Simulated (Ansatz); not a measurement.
# K+ with CH₃Cl: structure and interaction energy

An exercise on one series of results from a longer session: the logs are not shown, and one member is left open.

Computed with Ansatz 0.2.0, Gaussian basis. Level: PBE0-D4 structure, single points in def2-TZVPPD.

Levels: PBE-D4, revPBE-D4, BLYP-D4, r2SCAN-D4, B97M-V, PBE0-D4, B3LYP-D4, HSE06-D4, wB97X-V, wB97M-V, B2PLYP, Hartree-Fock, MP2, CCSD, CCSD(T). The reference is CCSD(T) extrapolated to the basis limit. For elements past Ar these valence bases correlate outer-core shells poorly and lack relativity, so that limit is rough.

Cores are frozen in the correlated methods. The outer core shell of Li, Na, Mg and K is correlated. B3LYP uses VWN-RPA correlation. B2PLYP carries no dispersion term here.

163 further runs of the same task are left out: 163 set aside as unsound or not needed.

### The starting structure

The pair, from a GFN2-xTB docking trial: 6 atoms, charge 1, spin multiplicity 1.

Atoms are counted from 1 here; the program's logs count them from 0.

Bond lengths: K1–Cl3 2.891 Å, C2–Cl3 1.763 Å, C2–H4 1.087 Å, C2–H5 1.085 Å, C2–H6 1.086 Å. Angles: Cl3–C2–H4 108.2°, Cl3–C2–H5 107.5°, Cl3–C2–H6 108.6°, H4–C2–H5 110.8°, H4–C2–H6 110.9°, H5–C2–H6 110.7°, K1–Cl3–C2 132.9°.

As a file:

```xyz
6
CH3ClK
K    -0.0376    0.0828   -3.4663
C     0.0290   -0.0954    0.8192
Cl   -0.2204    0.8082   -0.6736
H    -0.8611   -0.6889    1.0101
H     0.1901    0.6251    1.6142
H     0.9001   -0.7318    0.6964
```

Atoms 1 to 1 are fragment A (K+), the rest fragment B (CH₃Cl).

Set-up of the first run:

pre/in.yaml

```yaml
crystal:
  periodic: [false, false, false]
  atoms:
    - {symbol: K, position_ang: [-0.037600, 0.082800, -3.466300]}
    - {symbol: C, position_ang: [0.029000, -0.095400, 0.819200]}
    - {symbol: Cl, position_ang: [-0.220400, 0.808200, -0.673600]}
    - {symbol: H, position_ang: [-0.861100, -0.688900, 1.010100]}
    - {symbol: H, position_ang: [0.190100, 0.625100, 1.614200]}
    - {symbol: H, position_ang: [0.900100, -0.731800, 0.696400]}
basis:
  gaussian: {orbitals: def2-SVP}
total_charge: 1
hamiltonian: {xc: pbe, dispersion: d4}
relax: {f_tol: 0.03, max_steps: 250}
```

The run is started by

```sh
> ansatz run in.yaml --threads 2 --pin off --events-out ev --progress --plain --max-ram 5222MiB
```

Steps of the session up to this table: A first relaxation in a small basis; Relaxation at PBE0-D4; wB97X-V/def2-TZVPPD; wB97M-V/def2-TZVPPD; B2PLYP/def2-TZVPPD; B97M-V/def2-TZVPPD; CCSD(T)/def2-TZVPPD; MP2/def2-QZVPPD; Hartree-Fock/STO-3G; SPW92/def2-SVP; wB97M-V/def2-SVP; CCSD(T)/def2-SVP; Vibrations of the pair.

One of the session's tables, all rows but one given; the rest of the session is left out.

| method | interaction (kcal/mol) |
| --- | --- |
| PBE-D4 | -11.68 |
| revPBE-D4 | -10.95 |
| BLYP-D4 | -11.54 |
| r2SCAN-D4 | -11.25 |
| B97M-V | -11.26 |
| PBE0-D4 | -11.63 |
| B3LYP-D4 | -11.75 |
| HSE06-D4 | -11.65 |
| wB97X-V | -11.40 |
| wB97M-V | -11.34 |
| B2PLYP | ? |
| Hartree-Fock | -10.15 |
| MP2 | -10.64 |
| CCSD | -10.32 |
| CCSD(T) | -10.36 |
| CCSD(T)/CBS | -11.41 |

Estimate the missing values for B2PLYP.

The run gave: interaction (kcal/mol): -10.81. In the column «interaction (kcal/mol)» it lies between revPBE-D4 (-10.95) and MP2 (-10.64).
